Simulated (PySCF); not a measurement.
# How the numerical set-up moves the result for ZnO

Which parts of the numerical set-up matter for ZnO? Each run edits the base script.

Program: PySCF 2.14.0. Level of theory: method and basis as typed in the scripts. These are calculated values, not measurements.

3 further runs of the same task are left out: 3 that didn't finish.

### 1 Starting geometry

ZnO: 2 atoms, charge 0, spin multiplicity 1.

Bond lengths: Zn1–O2 1.665 Å.

### 2 The run that the others are compared with

Contents of input.py:

```python
from pyscf import gto, dft
from pyscf.geomopt.geometric_solver import optimize

mol = gto.M(
    atom='Zn 0 0 0; O 0 0 1.665',
    basis='6-31g',
    charge=0,
    spin=0,
    verbose=4,
)
mf = dft.RKS(mol, xc='pbe0')
mf.kernel()
g = mf.nuc_grad_method()
g.grid_response = True
mol_eq = optimize(g.as_scanner(), maxsteps=30)
print('optimised geometry (angstrom)')
print(mol_eq.tostring('raw'))
print('orbital energies (hartree):', mf.mo_energy[..., max(0, mol.nelec[1]-3):mol.nelec[0]+3].round(4))
```

Run with:

```
$ OMP_NUM_THREADS=1 python input.py
```

Its log is not repeated here.

It gives: at the starting geometry E(SCF) = -1853.824358 Eh, 13 cycles, optimised bond 1.693 Å in 4 steps; the optimisation lowers the energy by 0.012 eV.

### 3 Integration grid (20, 50)

Variant 1 changes integration grid: default → (20, 50).

Contents of input.py:

```python
from pyscf import gto, dft
from pyscf.geomopt.geometric_solver import optimize

mol = gto.M(
    atom='Zn 0 0 0; O 0 0 1.665',
    basis='6-31g',
    charge=0,
    spin=0,
    verbose=4,
)
mf = dft.RKS(mol, xc='pbe0')
mf.grids.atom_grid = (20, 50)
mf.kernel()
g = mf.nuc_grad_method()
g.grid_response = True
mol_eq = optimize(g.as_scanner(), maxsteps=30)
print('optimised geometry (angstrom)')
print(mol_eq.tostring('raw'))
print('orbital energies (hartree):', mf.mo_energy[..., max(0, mol.nelec[1]-3):mol.nelec[0]+3].round(4))
```

Run with:

```
$ OMP_NUM_THREADS=1 python input.py
```

### 4 Integration grid 1

Variant 2 changes integration grid: default → 1.

input.py: that of step 2 with these lines changed.

```diff
@@ -11,2 +11,3 @@
 mf = dft.RKS(mol, xc='pbe0')
+mf.grids.level = 1
 mf.kernel()
```

### 5 Jorge-dzp

Variant 3 changes basis set: 6-31g → jorge-dzp.

input.py: that of step 2 with these lines changed.

```diff
@@ -5,3 +5,3 @@
     atom='Zn 0 0 0; O 0 0 1.665',
-    basis='6-31g',
+    basis='jorge-dzp',
     charge=0,
```

### 6 Cartesian functions on

Variant 4 changes Cartesian functions: off → on.

input.py: that of step 2 with these lines changed.

```diff
@@ -8,2 +8,3 @@
     spin=0,
+    cart=True,
     verbose=4,
```

### 7 Lanl2dz (core potential on)

Variant 5 changes basis set: 6-31g → lanl2dz; core potential: off → on. The core potential changes with it: totals don't compare.

input.py: that of step 2 with these lines changed.

```diff
@@ -5,3 +5,4 @@
     atom='Zn 0 0 0; O 0 0 1.665',
-    basis='6-31g',
+    basis='lanl2dz',
+    ecp={'Zn': 'lanl2dz'},
     charge=0,
```

**Question.** What will these runs give? Wanted: for each run, E(SCF); from base; gap; after the SCF.

**Answer**, as computed:

| run | E(SCF) (hartree) | from base (eV) | cycles | gap (eV) | functions | after the SCF |
| --- | --- | --- | --- | --- | --- | --- |
| base | -1853.824358 | 0 | 13 | 3.00 | 36 | bond 1.693 Å, -0.012 eV |
| integration grid (20, 50) (poor choice) | -1853.826569 | -0.0602 | 13 | 3.01 | 36 | bond 1.705 Å, -0.023 eV |
| integration grid 1 | -1853.824340 | +0.0005 | 13 | 3.00 | 36 | bond 1.693 Å, -0.012 eV |
| jorge-dzp | -1854.053455 | -6.2340 | 13 | 3.00 | 58 | bond 1.700 Å, -0.018 eV |
| Cartesian functions on | -1853.829225 | -0.1324 | 12 | 3.02 | 38 | bond 1.687 Å, -0.007 eV |
| lanl2dz (core potential on) | -140.458355 | not comparable | 16 | 3.10 | 27 | bond 1.752 Å, -0.109 eV |

SCF columns refer to the geometry typed in the script.

In words: Of the runs whose energies can be compared, “jorge-dzp” moves the SCF energy most (-6.234 eV). jorge-dzp (58 functions) gives an energy 6.23 eV lower than 6-31g (36). Rows marked «poor choice» come from settings spoiled on purpose.
